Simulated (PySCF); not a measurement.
# CH5F2PSi: the cost of one run

Computed with PySCF 2.14.0, with density-fitted response routines of our own, on a single molecule in the gas phase. Atoms count from 0, in the outputs and in this text.

## 1. The starting structure

10 atoms, charge 0, multiplicity 1; geometry from: PBE0-D3(BJ)/def2-SVP.

Bonds of the start (Å): F0–C1 1.36, C1–F2 1.36, C1–Si3 1.93, Si3–P4 2.26, C1–H5 1.11, Si3–H6 1.49, Si3–H7 1.49, P4–H8 1.43, P4–H9 1.43.

## 2. Nuclear shieldings: PBE0/6-31G*

What the job is given:

```
{"job": {"kind": "nmr", "xc": "PBE0", "basis": "6-31G*", "pop": true}, "charge": 0, "multiplicity": 1}
F     -0.822101    -1.612648    -0.981984
C     -1.330893    -0.645456    -0.169067
F     -1.579091    -1.202475     1.043599
Si    -0.036121     0.768961     0.010451
P      1.821630    -0.174070     0.882625
H     -2.298637    -0.324319    -0.598717
H      0.147194     1.387699    -1.337095
H     -0.581540     1.786995     0.955302
H      2.074544    -0.922387    -0.308349
H      2.653385     0.917453     0.479927
```

Method: GIAO PBE0/6-31G* NMR shielding, non-relativistic, gas phase.

The run is started by

```bash
$ OMP_NUM_THREADS=1 python probes_run.py task.json out
```

The driver reads the jobs from task.json and runs them one after another.

**Question.** How long does this first job take on 1 thread of Intel Xeon 6975P-C, shared host, and how much memory does it need?

About 5.7 s, with a peak of 0.48 GiB.
